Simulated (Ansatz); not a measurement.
**C₂H₄GaNS: basis-set convergence**

An exercise on one series of results from a longer session: the logs are not shown, and one member is left open.

Method: one geometry, several basis sets; program: Ansatz 0.2.0, Gaussian basis.

Plan: PBE0-D4/def2-SVP; ωB97M-V/def2-SVP; PBE0-D4/def2-QZVPP; ωB97M-V/def2-QZVPP; the functionals' def2-TZVPP values are taken from earlier runs.

**The relaxed structure**

An earlier PBE0-D4 in a triple-zeta def2 set relaxation fixed the geometry.

9 atoms, charge 0, spin multiplicity 1.

Atoms are counted from 1 here; the program's logs count them from 0.

Bond lengths: S1–Ga2 2.317 Å, S1–H6 1.345 Å, C3–C4 1.454 Å, C3–N5 1.531 Å, C3–H7 1.086 Å, C3–H8 1.087 Å, C4–N5 1.241 Å, C4–H9 1.083 Å. Angles: Ga2–S1–H6 91.9°, C4–C3–N5 49.1°, C4–C3–H7 121.1°, C4–C3–H8 121.0°, N5–C3–H7 115.7°, N5–C3–H8 115.6°, H7–C3–H8 115.9°, C3–C4–N5 68.7°, C3–C4–H9 150.8°, N5–C4–H9 140.5°, C3–N5–C4 62.2°.

Set-up of the first run:

Contents of in.yaml:

```yaml
crystal:
  periodic: [false, false, false]
  atoms:
    - {symbol: S, position_ang: [-0.162262, 2.379214, -0.401090]}
    - {symbol: Ga, position_ang: [1.362004, 0.950019, -1.401638]}
    - {symbol: C, position_ang: [0.269723, -1.407821, 0.232144]}
    - {symbol: C, position_ang: [-0.865952, -0.658126, 0.743319]}
    - {symbol: N, position_ang: [-0.845584, -1.812589, 1.199066]}
    - {symbol: H, position_ang: [0.290161, 3.428557, -1.109922]}
    - {symbol: H, position_ang: [0.237130, -1.876551, -0.747467]}
    - {symbol: H, position_ang: [1.257009, -1.298747, 0.673690]}
    - {symbol: H, position_ang: [-1.453728, 0.249742, 0.794697]}
basis:
  gaussian: {orbitals: def2-SVP}
hamiltonian: {xc: pbe0, dispersion: d4}
output: {orbitals: {seedname: orbitals}}
```

Among the steps run: PBE0-D4 in def2-SVP; ωB97M-V in def2-SVP; PBE0-D4 in def2-QZVPP; ωB97M-V in def2-QZVPP.

One table of the session follows, with a row left open; its other results are not shown here.

It belongs to the step «Functionals by basis». 

| functional | basis | HOMO (eV) | LUMO (eV) |
| --- | --- | --- | --- |
| PBE0-D4 | def2-SVP | -6.57 | -1.50 |
| PBE0-D4 | def2-TZVPP | -6.64 | -1.56 |
| PBE0-D4 | def2-QZVPP | -6.67 | -1.61 |
| ωB97M-V | def2-SVP | ? | ? |
| ωB97M-V | def2-TZVPP | -8.65 | 0.16 |
| ωB97M-V | def2-QZVPP | -8.69 | -0.01 |

Q: Estimate the row for ωB97M-V, def2-SVP from the others.

The run gave: HOMO (eV): -8.54; LUMO (eV): 0.29. In the column «HOMO (eV)» it lies between ωB97M-V, def2-TZVPP (-8.65) and PBE0-D4, def2-QZVPP (-6.67).
